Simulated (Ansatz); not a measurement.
# OsBr3: the cost of one run

Method: DFT PBEsol, scalar-relativistic, plane waves, PAW, in Ansatz 0.2.0.

## Step 1: The system as given

It takes space group Pm-3m (No. 221, cubic). Conventional cell: a = 5.026 Å, b = 5.026 Å, c = 5.026 Å, α = 90.00°, β = 90.00°, γ = 90.00°. Os (site symmetry m-3m) has 6 Br at 2.51 Å as nearest neighbours. Br (site symmetry 4/mmm) has 2 Os at 2.51 Å as nearest neighbours.

As a file:

```cif
data_structure
_symmetry_space_group_name_H-M 'Pm-3m'
_symmetry_Int_Tables_number 221
_cell_length_a 5.0260
_cell_length_b 5.0260
_cell_length_c 5.0260
_cell_angle_alpha 90.000
_cell_angle_beta 90.000
_cell_angle_gamma 90.000
_cell_volume 126.96
loop_
_atom_site_label
_atom_site_type_symbol
_atom_site_symmetry_multiplicity
_atom_site_Wyckoff_symbol
_atom_site_fract_x
_atom_site_fract_y
_atom_site_fract_z
_atom_site_occupancy
Os1 Os 1 a 0.00000 0.00000 0.00000 1
Br1 Br 3 d 0.50000 0.00000 0.00000 1
```

This cell comes from an earlier session at PBEsol: 31.740 Å³/atom at -0.06 GPa, on a 6×6×6 mesh.

The changes: atom 2 (Br) moved 0.08 Å along y; strain e2 = +0.01, atoms carried along.

## Step 2: Atom 2 (Br) moved 0.08 Å along y

File input.yaml:

```yaml
crystal:
  lattice:
    - [5.0259892106, 0.0, 0.0]
    - [0.0, 5.0259892106, 0.0]
    - [0.0, 0.0, 5.0259892106]
  atoms:
    - { symbol: Os, position: [0.0, 0.0, 0.0], spin: 1.32 }
    - { symbol: Br, position: [0.5, 0.0159172646, 0.0] }
    - { symbol: Br, position: [0.0, 0.0, 0.5] }
    - { symbol: Br, position: [0.0, 0.5, 0.0] }
basis:
  ecutwfc: 420
  ecutrho_ratio: 4
kpoints:
  mp_grid: { grid: [6, 6, 6] }
hamiltonian:
  xc: pbesol
scf:
  occupations: { method: gaussian, width: 0.05 }
  lower_state_search: "off"
output:
  forces: true
  stress: true
  eigenvalues: true
  populations: true
magnetization:
  spin_polarized: true
checkpoint:
  read: start.run
  write: ck
  compress: false
  write_wavefunctions: false
  write_every: 100000
```

start.run holds the converged state of the cell before the atoms were moved.

**Question.** How long does this run take on 4 threads of an Arm CPU, shared host, and how much memory does it need?

About 24 s, with a peak of 0.59 GiB.
